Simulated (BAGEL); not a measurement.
**One shape, several levels: C2H2ClFSi (SMILES C#C[SiH](F)Cl)**

We compute a comparison of 3 runs (HF/3-21G, HF/6-31G*, HF/cc-pVDZ) of C2H2ClFSi. 

The results are computed with BAGEL 1.2.2.

## (1) The structure to begin with

C2H2ClFSi has 7 atoms, charge 0, and is taken as a singlet. SMILES: `C#C[SiH](F)Cl`. One bond was lengthened or shortened from a relaxed shape.

Bond lengths: C1–C2 1.205 Å, C2–Si3 1.807 Å, Si3–F4 1.586 Å, Si3–Cl5 2.336 Å, C1–H6 1.067 Å, Si3–H7 1.471 Å. Angles: C1–C2–Si3 178.4°, C2–Si3–F4 108.8°, C2–Si3–Cl5 109.6°, F4–Si3–Cl5 108.4°, C2–C1–H6 179.7°, C2–Si3–H7 112.1°, F4–Si3–H7 108.5°, Cl5–Si3–H7 109.3°.

## (2) A single-point energy at HF/3-21G (density fitting with qzvpp-jkfit) (run 1)

The input, input.json:

```json
{ "bagel": [

{
  "title": "molecule",
  "basis": "3-21g",
  "df_basis": "qzvpp-jkfit",
  "angstrom": true,
  "geometry": [
    { "atom": "C", "xyz": [    0.068496,   -2.131562,   -0.092910 ] },
    { "atom": "C", "xyz": [    0.077596,   -0.950262,    0.145590 ] },
    { "atom": "Si", "xyz": [    0.142196,    0.819138,    0.507990 ] },
    { "atom": "F", "xyz": [   -0.931304,    1.152538,    1.626290 ] },
    { "atom": "Cl", "xyz": [   -0.396700,    2.032400,   -1.414600 ] },
    { "atom": "H", "xyz": [    0.055796,   -3.176662,   -0.305510 ] },
    { "atom": "H", "xyz": [    1.466796,    1.236738,    0.992090 ] }
  ]
},
{
  "title": "hf"
},
{
  "title": "print",
  "file": "orbitals.molden",
  "orbitals": true
}

]}
```

Run with:

```console
$ BAGEL_NUM_THREADS=1 BAGEL input.json > input.out
```

The log of the run:

```text
* using 1 threads per process

  ===============================================================
  ===============================================================

  *** Geometry ***

  { "atom" : "C", "xyz" : [      0.129439,     -4.028068,     -0.175574 ] },
  { "atom" : "C", "xyz" : [      0.146635,     -1.795735,      0.275125 ] },
  { "atom" : "Si", "xyz" : [      0.268711,      1.547946,      0.959962 ] },
  { "atom" : "F", "xyz" : [     -1.759909,      2.177981,      3.073243 ] },
  { "atom" : "Cl", "xyz" : [     -0.749654,      3.840679,     -2.673207 ] },
  { "atom" : "H", "xyz" : [      0.105439,     -6.003021,     -0.577330 ] },
  { "atom" : "H", "xyz" : [      2.771843,      2.337096,      1.874778 ] },

  Number of auxiliary basis functions:      519

  Since a DF basis is specified, we compute 2- and 3-index integrals:
    o Being stored without compression. Storage requirement is 0.013 GB

  Number of basis functions:       57
  Number of electrons      :       54

    * METHOD: MOLECULE                             0.17

  *** RHF ***

  === Nuclear Repulsion ===
   243.0675512802

      * DIIS with orbital gradients will be used.

  === RHF iteration (3-21g) ===
      0       -919.97833863          0.01988446           0.05
      1       -920.09379242          0.01050304           0.04
      2       -920.12190078          0.00162851           0.04
[... 12 lines of this table left out ...]
     15       -920.12298272          0.00000001           0.04
    * SCF iteration converged.

    * Permanent dipole moment:
           (   -0.825762,     1.463077,    -0.581218) a.u.

    * METHOD: HF                                   0.82

    * METHOD: PRINT                                0.01

  ===============================================================
```

It took 1.2 s on 1 thread of Arm Neoverse V2, shared host; peak memory 0.096 GiB.

## (3) The energy at HF/6-31G(d) (density fitting with qzvpp-jkfit, spherical functions) (run 2)

Edit input.json of step 2 so:

```diff
@@ -4,5 +4,5 @@
   "title": "molecule",
-  "basis": "3-21g",
+  "basis": "6-31gs.json",
   "df_basis": "qzvpp-jkfit",
-  "angstrom": true,
+  "angstrom": "true",
   "geometry": [
@@ -17,10 +17,4 @@
 },
-{
-  "title": "hf"
-},
-{
-  "title": "print",
-  "file": "orbitals.molden",
-  "orbitals": true
-}
+{ "title": "hf" },
+{ "title": "print", "file": "orbitals.molden", "orbitals": "true" }
```

The basis set 6-31G* is read from a file made from the Basis Set Exchange's data (not shown).

Run with:

```console
$ BAGEL_NUM_THREADS=1 BAGEL input.json > input.out
```

The log of the run:

```text
* using 1 threads per process

  ===============================================================
  ===============================================================

  *** Geometry ***

  { "atom" : "C", "xyz" : [      0.129439,     -4.028068,     -0.175574 ] },
  { "atom" : "C", "xyz" : [      0.146635,     -1.795735,      0.275125 ] },
  { "atom" : "Si", "xyz" : [      0.268711,      1.547946,      0.959962 ] },
  { "atom" : "F", "xyz" : [     -1.759909,      2.177981,      3.073243 ] },
  { "atom" : "Cl", "xyz" : [     -0.749654,      3.840679,     -2.673207 ] },
  { "atom" : "H", "xyz" : [      0.105439,     -6.003021,     -0.577330 ] },
  { "atom" : "H", "xyz" : [      2.771843,      2.337096,      1.874778 ] },

  Number of auxiliary basis functions:      519

  Since a DF basis is specified, we compute 2- and 3-index integrals:
    o Being stored without compression. Storage requirement is 0.028 GB

  Number of basis functions:       82
  Number of electrons      :       54

    * METHOD: MOLECULE                             0.23

  *** RHF ***

  === Nuclear Repulsion ===
   243.0675512802

      * DIIS with orbital gradients will be used.

  === RHF iteration (6-31gs.json) ===
      0       -924.58131438          0.01854872           0.07
      1       -924.72203192          0.01046748           0.07
      2       -924.77394771          0.00175219           0.07
[... 12 lines of this table left out ...]
     15       -924.77585951          0.00000001           0.07
    * SCF iteration converged.

    * Permanent dipole moment:
           (   -0.671235,     1.296667,    -0.503713) a.u.

    * METHOD: HF                                   1.24

    * METHOD: PRINT                                0.01

  ===============================================================
```

Run time: 1.6 s. Hardware: 1 thread of Arm Neoverse V2, shared host; peak memory 0.13 GiB.

## (4) A single-point energy at HF/cc-pVDZ (density fitting with qzvpp-jkfit) (run 3)

The input, hf.json:

```json
{ "bagel": [

{
  "title": "molecule",
  "basis": "cc-pvdz.json",
  "df_basis": "qzvpp-jkfit",
  "angstrom": true,
  "geometry": [
    { "atom": "C", "xyz": [    0.068496,   -2.131562,   -0.092910 ] },
    { "atom": "C", "xyz": [    0.077596,   -0.950262,    0.145590 ] },
    { "atom": "Si", "xyz": [    0.142196,    0.819138,    0.507990 ] },
    { "atom": "F", "xyz": [   -0.931304,    1.152538,    1.626290 ] },
    { "atom": "Cl", "xyz": [   -0.396700,    2.032400,   -1.414600 ] },
    { "atom": "H", "xyz": [    0.055796,   -3.176662,   -0.305510 ] },
    { "atom": "H", "xyz": [    1.466796,    1.236738,    0.992090 ] }
  ]
},
{
  "title": "hf"
},
{
  "title": "print",
  "file": "orbitals.molden",
  "orbitals": true
}

]}
```

The basis set cc-pVDZ is read from a file made from the Basis Set Exchange's data (not shown).

Run with:

```console
$ BAGEL_NUM_THREADS=1 BAGEL hf.json > hf.out
```

The log of the run:

```text
* using 1 threads per process

  ===============================================================
  ===============================================================

  *** Geometry ***

[... 20 lines left out ...]
  === Nuclear Repulsion ===
   243.0675512802

      * DIIS with orbital gradients will be used.

  === RHF iteration (cc-pvdz.json) ===
      0       -924.64458041          0.01286949           0.08
      1       -924.77114589          0.00730266           0.07
      2       -924.81672815          0.00137591           0.07
[... 12 lines of this table left out ...]
     15       -924.81864579          0.00000000           0.07
    * SCF iteration converged.

    * Permanent dipole moment:
           (   -0.678450,     1.206080,    -0.380898) a.u.

    * METHOD: HF                                   1.36

    * METHOD: PRINT                                0.01

  ===============================================================
```

Run time: 1.8 s. Hardware: 1 thread of Arm Neoverse V2, shared host; peak memory 0.13 GiB.

## (5) Overview of the runs

```csv
run,level,energy (Eh),dipole moment (D),HOMO energy (eV),LUMO energy (eV),wall time
1,HF/3-21G (density fitting with qzvpp-jkfit),-920.122983,4.52,-12.00,1.87,1.2 s
2,"HF/6-31G* (density fitting with qzvpp-jkfit, spherical functions)",-924.775860,3.93,-11.71,2.23,1.6 s
3,HF/cc-pVDZ (density fitting with qzvpp-jkfit),-924.818646,3.65,-11.78,2.19,1.8 s
```

## (6) Outcome

| quantity | value |
| --- | --- |
| run 3: total energy | -924.81865 Eh |
| run 3: dipole moment | 3.65 D |
| run 3: HOMO energy | -11.78 eV |
| run 3: LUMO energy | 2.19 eV |
| run 3: HOMO–LUMO gap | 13.97 eV |

What this shows: The dipole moment (its size) runs from 3.65 D (HF/cc-pVDZ) to 4.52 D (HF/3-21G). The HOMO–LUMO gap runs from 13.86 eV (HF/3-21G) to 13.97 eV (HF/cc-pVDZ). All runs together took 4.6 s, the longest 1.8 s.
